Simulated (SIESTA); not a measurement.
Crystal: LaFePO.

```
La Fe P O
1.0
     4.06888    0.00000    0.00000
     0.00000    4.06888    0.00000
     0.00000    0.00000    9.08498
La Fe P O
2 2 2 2
Direct
  0.00000 0.50000 0.86485
  0.50000 0.00000 0.13515
  0.50000 0.50000 0.50000
  0.00000 0.00000 0.50000
  0.00000 0.50000 0.33425
  0.50000 0.00000 0.66575
  0.50000 0.50000 0.00000
  0.00000 0.00000 0.00000
```

The cell is a database's computed one.

Base run:

* Program: SIESTA 5.4.2
* Functional: PBE
* Potentials or basis: PseudoDojo 0.4 standard (PBE files)
* Basis: DZP (energy shift 0.003 Ry; two zetas on semicore shells)
* Grid cutoff: 800 Ry
* Energy shift: 0.003 Ry
* k mesh: 7 × 7 × 3
* Occupations: fermi-dirac, width 0.05 eV
* Spin: collinear spin, ferromagnetic start
* Starting moments: [0.0, 0.0, 3.0, 3.0, 0.0, 0.0, 0.0, 0.0] μB

Its results: band gap on the k mesh none (metal or under the smearing width); pressure -2.6 GPa; net moment 6.49 μB per cell; site moments La -0.03; Fe +3.17; P +0.09; O +0.01 μB; largest force 1.396 eV/Å.

The run is repeated on the same cell with these changes: functional from PBE to PBEsol; potentials or basis from PseudoDojo 0.4 standard (PBE files) to PseudoDojo 0.4 standard (PBEsol files). What comes out?

Band gap on the k mesh none (metal or under the smearing width); pressure -6.9 GPa; net moment 6.31 μB per cell; site moments La -0.03; Fe +3.11; P +0.07; O +0.01 μB; largest force 1.599 eV/Å.

Caveats: short orbitals over semicore shells can move pressures by several GPa; spin-orbit coupling is left out, which moves the levels of the heavy elements; the basis of atomic orbitals isn't converged, which shifts pressures, moduli and gaps; semilocal functionals often make such compounds metallic where correlation or magnetic order opens a gap, which also shifts bond lengths; only a ferromagnetic start was run, and an antiferromagnetic order may lie lower in energy; forces of over 1 eV/Å show positions far from the minimum, so gaps and moduli don't describe the material at rest.
